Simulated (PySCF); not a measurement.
# C5H3F3O2: the cost of one run

The runs use PySCF 2.14.0, with density-fitted response routines of our own; the level of theory stands in each step. All values are computed, except where a source is named. Atoms count from 0, in the outputs and in this text.

**1. Starting geometry**

13 atoms, charge 0, multiplicity 1; geometry from: GFN2-xTB. The atoms were then displaced at random by about 0.01 Å, so the start is not that level's minimum.

Bonds of the start (Å): O0–C1 1.17, C1–O2 1.33, O2–C3 1.40, C3–C4 1.56, C4–C5 1.49, C5–F6 1.34, C5–C7 1.32, C7–F8 1.31, C7–F9 1.33, C4–C1 1.55, C3–H10 1.08, C3–H11 1.11, C4–H12 1.08.

**2. Optimising the geometry at PBE0-D3(BJ)/def2-SVP**

The job: settings as JSON, then the geometry in Å.

```
{"job": {"xc": "PBE0", "basis": "def2-SVP", "d3": "d3bj", "grid": 1, "shake": 0.01, "kind": "geom"}, "charge": 0, "multiplicity": 1}
O      1.836960     1.429410    -1.200340
C      1.527460     0.612930    -0.422830
O      2.192430     0.118690     0.619540
C      1.175780    -0.758700     1.007780
C      0.304860    -0.314480    -0.212560
C     -0.994650     0.366940     0.058010
F     -1.031340     1.134050     1.159980
C     -2.050000     0.288030    -0.724320
F     -2.106680    -0.467150    -1.789480
F     -3.219010     0.893810    -0.512460
H      1.457000    -1.804570     1.019130
H      0.744390    -0.478330     1.991120
H      0.168630    -1.037490    -1.003880
```

Command:

```console
$ OMP_NUM_THREADS=1 python probes_run.py task.json out
```

The driver reads the jobs from task.json and runs them one after another.

**Question.** How long does this first job take on 1 thread of Intel Xeon at 2.50GHz, shared host, and how much memory does it need?

About 5.5 min, with a peak of 0.63 GiB.
